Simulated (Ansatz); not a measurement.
# The cluster In₇As₇: one molecule under many settings

Aim: run the cluster In₇As₇ under a spread of inputs, and see what each costs and gives.

Program: Ansatz 0.2.0, Gaussian basis. Level of theory: the settings change from run to run. These are calculated values, not measurements.

## (1) The geometry

An earlier PBE-D4/def2-SVP relaxation fixed the geometry. In takes a core potential in def2 sets; no spin-orbit term is included.

14 atoms, charge 0, spin multiplicity 1.

Atoms are counted from 1 here; the program's logs count them from 0.

Bond lengths: In1–As9 2.781 Å, In1–As10 2.627 Å, In1–As13 2.725 Å, In2–As8 2.707 Å, In2–As12 2.646 Å, In2–As14 2.799 Å, In3–As9 2.684 Å, In3–As11 2.670 Å, In3–As13 2.754 Å, In4–As8 2.692 Å, In4–As9 2.629 Å, In4–As14 2.749 Å, In5–As10 2.963 Å, In5–As14 3.030 Å, In6–As11 2.812 Å, In6–As12 2.570 Å, In6–As13 2.628 Å, In7–As10 2.952 Å and more. Angles: As9–In1–As10 115.0°, As9–In1–As13 103.9°, As10–In1–As13 136.4°, As8–In2–As12 137.3°, As8–In2–As14 100.6°, As12–In2–As14 112.1°, As9–In3–As11 119.6°, As9–In3–As13 105.8°, As11–In3–As13 100.9°, As8–In4–As9 135.6°, As8–In4–As14 102.3°, As9–In4–As14 110.6°, As10–In5–As14 49.5°, As11–In6–As12 108.2°, As11–In6–As13 100.4°, As12–In6–As13 148.6°, As10–In7–As12 111.4°, In2–As8–In4 75.0° and more.

## (2) BLYP/STO-3G

This run has D3(BJ) with three-body dispersion, relativity set to none.

in.yaml

```yaml
crystal:
  periodic: [false, false, false]
  atoms:
    - {symbol: In, position_ang: [1.514372, -1.589131, 0.116684]}
    - {symbol: In, position_ang: [-1.116364, 2.161830, 0.306360]}
    - {symbol: In, position_ang: [-0.213534, -1.610561, -2.537500]}
    - {symbol: In, position_ang: [-2.030154, -0.996178, 0.262957]}
    - {symbol: In, position_ang: [-0.428214, -2.627983, 3.115974]}
    - {symbol: In, position_ang: [1.245508, 1.330028, -1.742525]}
    - {symbol: In, position_ang: [1.873522, 2.400121, 2.387478]}
    - {symbol: As, position_ang: [-3.171880, 1.050880, -1.061309]}
    - {symbol: As, position_ang: [-0.712770, -3.169077, -0.410565]}
    - {symbol: As, position_ang: [1.582641, -0.534840, 2.521838]}
    - {symbol: As, position_ang: [-1.345540, 0.802114, -2.699738]}
    - {symbol: As, position_ang: [1.139505, 3.425377, -0.257873]}
    - {symbol: As, position_ang: [2.447967, -0.925405, -2.355477]}
    - {symbol: As, position_ang: [-0.785049, 0.282825, 2.353705]}
basis:
  gaussian: {orbitals: STO-3G}
hamiltonian: {xc: {name: BLYP}, dispersion: d3bjatm, pseudopotentials: {relativity: none}}
output: {forces: true}
```

Run with:

```sh
ansatz run in.yaml --threads 2 --pin off --events-out ev --progress --plain --max-ram 32768MiB --backend cuda --devices 0, --max-vram 18GiB
```

Output:

```text
Functional definition: BLYP
  name "BLYP"
  cite "Becke, Phys. Rev. A 38, 3098 (1988) doi:10.1103/PhysRevA.38.3098"
  cite "Lee, Yang & Parr, Phys. Rev. B 37, 785 (1988) doi:10.1103/PhysRevB.37.785"
  parameter beta = 0.0042
  parameter a = 0.04918
  parameter b = 0.132
  parameter c = 0.2533
  parameter d = 0.349
  exchange = b88_x(beta = beta)
  correlation = lyp_c(a = a, b = b, c = c, d = d)
4270 factors; their error is unknown
mean field evaluation 1: about -1503855.7680 eV, gradient 9.5e1 eV
mean field evaluation 2: about -1502988.8903 eV, gradient 4.6e2 eV
mean field evaluation 4: about -1502457.6048 eV, gradient 3.9e2 eV
mean field evaluation 8: about -1503889.8601 eV, gradient 6.0e-2 eV
mean field evaluation 16: about -1503885.5142 eV, gradient 1.8e1 eV
mean field evaluation 32: about -1503885.4109 eV, gradient 2.4e1 eV
mean field -1503889.49512402 eV, -55266.9195728959 hartree, gradient 2.1e-5 eV, S^2 0.000000; 4 other end points of the search recorded, 0 dependent functions left out
the calculation of the forces begins
reference -1503889.49563901 eV, -55266.9195918214 hartree; 287, 287 occupied and 28, 28 virtual orbitals, 4270 factors
Total energy: -1503893.63474201 eV, -55267.0717010509 hartree
Atom 0 at     1.514372    -1.589131     0.116684 Å, force    -1.119356     1.031356    -0.880581 eV/Å
Atom 1 at    -1.116364     2.161830     0.306360 Å, force     1.073347    -1.288080    -1.102544 eV/Å
Atom 2 at    -0.213534    -1.610561    -2.537500 Å, force     0.618573     1.254117     2.671590 eV/Å
Atom 3 at    -2.030154    -0.996178     0.262957 Å, force     1.711250     0.508075    -0.800610 eV/Å
Atom 4 at    -0.428214    -2.627983     3.115974 Å, force     0.582345     1.523825    -0.756599 eV/Å
Atom 5 at     1.245508     1.330028    -1.742525 Å, force    -1.054081    -0.475826     1.427585 eV/Å
Atom 6 at     1.873522     2.400121     2.387478 Å, force    -0.599600    -0.676845    -1.293146 eV/Å
Atom 7 at    -3.171880     1.050880    -1.061309 Å, force     2.059765    -0.524235     1.657578 eV/Å
Atom 8 at    -0.712770    -3.169077    -0.410565 Å, force     0.433605     3.199907    -0.371733 eV/Å
Atom 9 at     1.582641    -0.534840     2.521838 Å, force    -0.892072    -0.390737    -1.750081 eV/Å
Atom 10 at    -1.345540     0.802114    -2.699738 Å, force     1.546638    -1.165305     0.558563 eV/Å
Atom 11 at     1.139505     3.425377    -0.257873 Å, force    -1.149588    -3.180588     0.435681 eV/Å
Atom 12 at     2.447967    -0.925405    -2.355477 Å, force    -2.702800     0.681953     1.708194 eV/Å
Atom 13 at    -0.785049     0.282825     2.353705 Å, force    -0.508026    -0.497616    -1.503896 eV/Å
Dipole moment:     0.049722    -0.299443     0.227954 e Å
```

Wall time 22 s (1 × H100 (card shared with other runs) with 2 threads of AMD EPYC 7R13, shared host).

Largest force 3.410 eV/Å, dipole 1.82 D.

## (3) RPA/def2-TZVPP

Options: density fitting with def2-universal-jkfit, a grid of angular degree 11, relativity set to none.

in.yaml: that of step 2 with these lines changed.

```diff
@@ -18,4 +18,5 @@
 basis:
-  gaussian: {orbitals: STO-3G}
-hamiltonian: {xc: {name: BLYP}, dispersion: d3bjatm, pseudopotentials: {relativity: none}}
-output: {forces: true}
+  gaussian: {orbitals: def2-TZVPP, fitting: {mean_field: def2-universal-jkfit}, final_grid: {core_spheres: 5, valence_spheres: 4, degree: 11}}
+hamiltonian: {xc: {name: PBE0}, pseudopotentials: {relativity: none}}
+correlation: {method: rpa}
+scf: {omitted_lower_state_checks: [starts]}
```

Same command.

Output:

```text
Functional definition: PBE0
  name "PBE0"
  cite "Adamo & Barone, J. Chem. Phys. 110, 6158 (1999) doi:10.1063/1.478522"
  cite "Perdew, Burke & Ernzerhof, Phys. Rev. Lett. 77, 3865 (1996) doi:10.1103/PhysRevLett.77.3865"
  parent pbe
  parameter a = 0.25
  parameter kappa = 0.804
  parameter beta = 0.06672455060314922
  exchange = (1 - a)*pbe_x(kappa = kappa, mu = beta*pi^2/3) + a*exact_x
  correlation = pbe_c(beta = beta)
these checks for a lower state are left out or cut short: starts
3388 factors; integrals over basis functions are off by at most 4.6e-1 eV
mean field evaluation 1: about -462064.3044 eV, gradient 4.8e1 eV
mean field evaluation 2: about -462064.3101 eV, gradient 4.8e1 eV
mean field evaluation 4: about -462067.8539 eV, gradient 2.7e1 eV
mean field evaluation 8: about -462070.0660 eV, gradient 6.1e-1 eV
mean field evaluation 16: about -462070.0684 eV, gradient 3.8e-3 eV
mean field -462070.06844882 eV, -16980.7618131526 hartree, gradient 9.1e-6 eV, S^2 0.000000; 0 other end points of the search recorded, 0 dependent functions left out
91 core orbitals not correlated: weight in the atoms' cores, before any rotation towards them, 1.000 or more for the frozen orbitals, at most 0.000 for the correlated occupied ones
reference -461618.09369168 eV, -16964.1520471873 hartree; 98, 98 occupied and 497, 497 virtual orbitals, 3388 factors
Total energy: -461750.90919548 eV, -16969.0329269265 hartree
Checks for a lower state left out: starts
```

Run time: 22 s. Hardware: 1 × H100 (card shared with other runs) with 2 threads of AMD EPYC 7R13, shared host; peak host memory 5.7 GiB.

## (4) wB97/def2-mTZVPP

Options: atoms shaken by 0.08 Å, density fitting with def2-universal-jkfit, the search for lower states set to off.

in.yaml

```yaml
crystal:
  periodic: [false, false, false]
  atoms:
    - {symbol: In, position_ang: [1.460579, -1.567521, 0.020957]}
    - {symbol: In, position_ang: [-1.104168, 2.179289, 0.302993]}
    - {symbol: In, position_ang: [-0.307447, -1.440445, -2.422370]}
    - {symbol: In, position_ang: [-2.013078, -1.094263, 0.225560]}
    - {symbol: In, position_ang: [-0.319531, -2.753371, 3.237614]}
    - {symbol: In, position_ang: [1.253141, 1.389702, -1.676408]}
    - {symbol: In, position_ang: [1.876621, 2.435678, 2.284743]}
    - {symbol: As, position_ang: [-3.131254, 1.060309, -1.127424]}
    - {symbol: As, position_ang: [-0.529306, -3.058207, -0.331042]}
    - {symbol: As, position_ang: [1.540920, -0.551923, 2.560023]}
    - {symbol: As, position_ang: [-1.387547, 0.802370, -2.653638]}
    - {symbol: As, position_ang: [1.133968, 3.444913, -0.194510]}
    - {symbol: As, position_ang: [2.534085, -0.958669, -2.306672]}
    - {symbol: As, position_ang: [-0.847829, 0.204034, 2.368622]}
basis:
  gaussian: {orbitals: def2-mTZVPP, fitting: {mean_field: def2-universal-jkfit}}
hamiltonian: {xc: {name: wB97}}
scf: {lower_state_search: off}
```

Launched as before.

Output:

```text
Functional definition: wB97
  name "wB97"
  cite "Chai & Head-Gordon, J. Chem. Phys. 128, 084106 (2008) doi:10.1063/1.2834918"
  cite "Becke, J. Chem. Phys. 107, 8554 (1997) doi:10.1063/1.475007"
  parameter omega = 0.4/bohr
  parameter cx1 = 1.13116
  parameter cx2 = -2.74915
  parameter cx3 = 12.0900
  parameter cx4 = -5.71642
  parameter css1 = -2.55352
  parameter css2 = 11.8926
  parameter css3 = -26.9452
  parameter css4 = 17.0927
  parameter cos1 = 3.99051
  parameter cos2 = -17.0066
  parameter cos3 = 1.07292
  parameter cos4 = 8.88211
  # The coefficients of nought are those of the uniform gas.
  exchange = spin_sum(e_x_unif_sr(omega)*poly(b97_u_x, 1, cx1, cx2, cx3, cx4)) + exact_x_lr(omega)
  correlation = spin_sum(e_c_pw_same_spin*poly(b97_u_same, 1, css1, css2, css3, css4))
      + integral(e_c_pw_opposite_spin*poly(b97_u_opposite, 1, cos1, cos2, cos3, cos4))
these checks for a lower state are left out or cut short: stability, starts, cluster_reference, orbital_swaps, neighbouring_geometries, increment
3388 factors; integrals over basis functions are off by at most 4.6e-1 eV
3388 factors; integrals over basis functions are off by at most 1.4e-5 eV
mean field evaluation 1: about -462147.6397 eV, gradient 3.6e1 eV
mean field evaluation 2: about -462149.7771 eV, gradient 2.5e1 eV
mean field evaluation 4: about -462151.5297 eV, gradient 3.1e0 eV
mean field evaluation 8: about -462151.5505 eV, gradient 5.5e-1 eV
mean field evaluation 16: about -462151.5517 eV, gradient 2.4e-3 eV
mean field -462151.55169897 eV, -16983.7562673645 hartree, gradient 7.0e-6 eV, S^2 0.000000; 0 other end points of the search recorded, 0 dependent functions left out
reference -462151.55167875 eV, -16983.7562666212 hartree; 189, 189 occupied and 315, 315 virtual orbitals, 3388 factors
Total energy: -462151.55167875 eV, -16983.7562666212 hartree
Checks for a lower state left out: stability, starts, cluster_reference, orbital_swaps, neighbouring_geometries, increment
```

Run time: 13 s. Hardware: 1 × H100 (card shared with other runs) with 2 threads of AMD EPYC 7R13, shared host.

## (5) All runs side by side

| level | charge | multiplicity | geometry | functions | energy (eV) | time |
| --- | --- | --- | --- | --- | --- | --- |
| BLYP/STO-3G | 0 | 1 | relaxed | 315 | -1503893.635 | 22 s |
| RPA/def2-TZVPP | 0 | 1 | relaxed | 686 | -461750.909 | 22 s |
| wB97/def2-mTZVPP | 0 | 1 | shaken | 504 | -462151.552 | 13 s |

## (6) Summary of results

```
                                         quantity                   value
                                             runs                       3
                                         quickest  wB97/def2-mTZVPP, 13 s
                                          slowest       BLYP/STO-3G, 22 s
spread of total energies, same state and geometry            1042142.7 eV
```

**Reading.** The times lie within a factor of two. Total energies of the same state differ by 1042143 eV between levels (basis, cores and relativity included), so only differences within one level mean anything. At the PBE-D4/def2-SVP geometry and in the same state, other levels leave forces up to 3.41 eV/Å (BLYP/STO-3G).
